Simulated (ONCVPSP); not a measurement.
**Mg: generating and testing an ONCV potential**

Task: generate the file, and judge it by its errors in other configurations, its logarithmic derivatives, its ghosts and its cutoff.

Program: ONCVPSP 4.0.1. Reference atom: PBEsol, scalar-relativistic, spherical and spin-unpolarised. All values are calculated.

## 1. Starting point

Typed settings, in words:

- element: magnesium (Mg, Z = 12)
- type: optimised norm-conserving Vanderbilt (ONCV)
- frozen core: [He] 2s2
- valence charge: 8
- reference configuration: 2p6 3s2
- partial waves: 3s: rc 2.70 bohr, ncon 4, nbas 7, qcut 2.1 1/bohr, 1 projector; 2p: rc 1.10 bohr, ncon 4, nbas 7, qcut 13.8 1/bohr, 2 projectors, debl 2.8 Ha; d scattering state at 0.19 Ha: rc 2.10 bohr, ncon 3, nbas 7, qcut 5 1/bohr, 3 projectors, debl 1.9 Ha
- local potential: polynomial inside 0.95 bohr (lpopt 5, dvloc0 0 Ha)
- core correction: polynomial model core, fcfact 0.5

The outer shells as boxes (Hund's rule for the drawing; the calculation is spin-unpolarised):

```
[He] core
2s [↑↓]
2p [↑↓][↑↓][↑↓]
3s [↑↓]
```

The nodes and maxima of the atom's own shells, from an earlier all-electron run, set the scale for the radii.

All-electron outer shells of the reference configuration (PBEsol, scalar-relativistic, ld1.x):

| shell | level (eV) | outermost node (bohr) | outermost maximum (bohr) |
| --- | --- | --- | --- |
| 2s | -79.59 | 0.18 | 0.55 |
| 2p | -46.55 | – | 0.48 |
| 3s | -4.68 | 0.90 | 2.56 |
| 3p | -1.30 | 0.96 | 3.50 |

## 2. The generation run

The input, Mg.dat:

```
# ATOM AND REFERENCE CONFIGURATION
# atsym  z   nc   nv     iexc    psfile
  Mg 12.00    2    2  -116133      upf
#
#   n    l    f
    1    0    2.00
    2    0    2.00
    2    1    6.00
    3    0    2.00
#
# PSEUDOPOTENTIAL AND OPTIMIZATION
# lmax
    2
#
#   l,   rc,      ep,       ncon, nbas, qcut
    0    2.70    0.00    4    7    2.10
    1    1.10    0.00    4    7   13.80
    2    2.10    0.19    3    7    5.00
#
# LOCAL POTENTIAL
# lloc, lpopt,  rc(5),   dvloc0
    4    5    0.95    0.00
#
# VANDERBILT-KLEINMAN-BYLANDER PROJECTORs
# l, nproj, debl
    0    1    1.20
    1    2    2.80
    2    3    1.90
#
# MODEL CORE CHARGE
# icmod, fcfact, rcfact
    1    0.50    0.00
#
# LOG DERIVATIVE ANALYSIS
# epsh1, epsh2, depsh
   -3.00    5.00    0.02
#
# OUTPUT GRID
# rlmax, drl
    6.00    0.01
#
# TEST CONFIGURATIONS
# ncnf
    4
# nvcnf
#   n    l    f
    2
    2    1    6.00
    3    0    1.00
#
    2
    2    1    6.00
    3    0    0.00
#
    2
    2    1    6.00
    3    0    1.50
#
    3
    2    1    6.00
    3    0    0.00
    3    1    1.00
#
```

Command:

```console
oncvpsp.x < Mg.dat > Mg.out
```

**Question.** What will these runs give? Wanted: cutoffs for 1 and 0.1 mHa per electron, occupied waves; bound ghosts; GHOST(+) flags; largest test error; largest phase difference near zero energy, channels read; rms error of d²Exc/dn², without and with the model core.

**Answer**, as computed:

| quantity | value |
| --- | --- |
| cutoffs for 1 and 0.1 mHa per electron, occupied waves | 68 Ha and 79 Ha |
| bound ghosts | s at -13.24 eV |
| GHOST(+) flags | none at low energy |
| largest test error (AE − PS) | -18 meV, for 2p6 3s1 (2 tests unsolved) |
| largest phase difference near zero energy, channels read | 0.022 rad |
| rms error of d²Exc/dn², without and with the model core | 7.13 and 0.54 mHa |

**Reading.** It has a bound ghost (s), a state that the atom doesn't have, and that rules the file out. By total energies transferability is good where solved: the largest error is 18 meV on 7.9 eV, for 2p6 3s1. Atomic tests can pass in spite of a ghost, since they solve only for the levels asked. Of the tests 2 gave no usable energy difference, which is a warning in itself. The potential is very hard: the looser tolerance needs 68 Ha. At the looser tolerance the 2p wave is the slowest; 3s needs 5 Ha. Near zero energy the phases of the channels with partial waves agree within 0.022 rad. These are tests on the free atom; a crystal test is still owed.
